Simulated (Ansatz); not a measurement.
**C4H11GaO: small, medium and large basis sets**

One table from this session's results is given with a row withheld; the runs are named, their logs left out.

Program: Ansatz 0.2.0, Gaussian basis. Level of theory: one geometry, several basis sets. These are calculated values, not measurements.

Levels to be run: PBE0-D4/def2-SVP; ωB97M-V/def2-SVP; PBE0-D4/def2-QZVPP; ωB97M-V/def2-QZVPP; the functionals' def2-TZVPP values are taken from earlier runs.

## The relaxed structure

An earlier PBE0-D4 in a triple-zeta def2 set relaxation fixed the geometry.

SMILES `[GaH3-][O+]1CCCC1`, 17 atoms, charge 0, spin multiplicity 1.

Atoms are counted from 1 here; the program's logs count them from 0.

Bond lengths: Ga1–O2 2.129 Å, Ga1–H7 1.576 Å, Ga1–H8 1.576 Å, Ga1–H9 1.586 Å, O2–C3 1.433 Å, O2–C6 1.433 Å, C3–C4 1.524 Å, C3–H10 1.089 Å, C3–H11 1.095 Å, C4–C5 1.541 Å, C4–H12 1.090 Å, C4–H13 1.090 Å, C5–C6 1.524 Å, C5–H14 1.090 Å, C5–H15 1.090 Å, C6–H16 1.095 Å, C6–H17 1.089 Å. Angles: O2–Ga1–H7 97.0°, O2–Ga1–H8 97.0°, O2–Ga1–H9 97.4°, H7–Ga1–H8 120.4°, H7–Ga1–H9 117.6°, H8–Ga1–H9 117.5°, Ga1–O2–C3 116.5°, Ga1–O2–C6 116.4°, C3–O2–C6 105.7°, O2–C3–C4 105.4°, O2–C3–H10 107.5°, O2–C3–H11 107.8°, C4–C3–H10 114.7°, C4–C3–H11 111.9°, H10–C3–H11 109.1°, C3–C4–C5 104.1°, C3–C4–H12 110.5°, C3–C4–H13 111.2° and more.

The first run:

in.yaml reads:

```yaml
crystal:
  periodic: [false, false, false]
  atoms:
    - {symbol: Ga, position_ang: [-0.628312, -1.269651, 1.914940]}
    - {symbol: O, position_ang: [0.261262, 0.352716, 0.861727]}
    - {symbol: C, position_ang: [1.341707, 0.025864, -0.021724]}
    - {symbol: C, position_ang: [0.696126, -0.193282, -1.385068]}
    - {symbol: C, position_ang: [-0.629897, 0.588208, -1.303399]}
    - {symbol: C, position_ang: [-0.626104, 1.182178, 0.100578]}
    - {symbol: H, position_ang: [0.692030, -1.807279, 2.587951]}
    - {symbol: H, position_ang: [-1.657143, -0.415034, 2.749341]}
    - {symbol: H, position_ang: [-1.180601, -2.054741, 0.652692]}
    - {symbol: H, position_ang: [1.847322, -0.846984, 0.388522]}
    - {symbol: H, position_ang: [2.036215, 0.872509, -0.029733]}
    - {symbol: H, position_ang: [0.503150, -1.252986, -1.549836]}
    - {symbol: H, position_ang: [1.342864, 0.160707, -2.188410]}
    - {symbol: H, position_ang: [-0.703718, 1.369127, -2.060799]}
    - {symbol: H, position_ang: [-1.476676, -0.085695, -1.430425]}
    - {symbol: H, position_ang: [-0.225231, 2.201169, 0.112162]}
    - {symbol: H, position_ang: [-1.592984, 1.173176, 0.601490]}
basis:
  gaussian: {orbitals: def2-SVP}
hamiltonian: {xc: pbe0, dispersion: d4}
output: {orbitals: {seedname: orbitals}}
```

Steps of the session up to this table: PBE0-D4 in def2-SVP; ωB97M-V in def2-SVP; PBE0-D4 in def2-QZVPP; ωB97M-V in def2-QZVPP.

One of the session's tables, all rows but one given; the rest of the session is left out.

It belongs to the step «Functionals by basis». 

```
functional       basis  HOMO (eV)  LUMO (eV)
   PBE0-D4    def2-SVP      -7.43       0.39
   PBE0-D4  def2-TZVPP      -7.48       0.19
   PBE0-D4  def2-QZVPP          ?          ?
   ωB97M-V    def2-SVP      -9.63       2.11
   ωB97M-V  def2-TZVPP      -9.73       1.82
   ωB97M-V  def2-QZVPP      -9.74       1.38
```

Estimate the missing values for PBE0-D4, def2-QZVPP.

**Answer.** HOMO (eV): -7.49; LUMO (eV): 0.04. In the column «HOMO (eV)» it lies between ωB97M-V, def2-SVP (-9.63) and PBE0-D4, def2-TZVPP (-7.48).
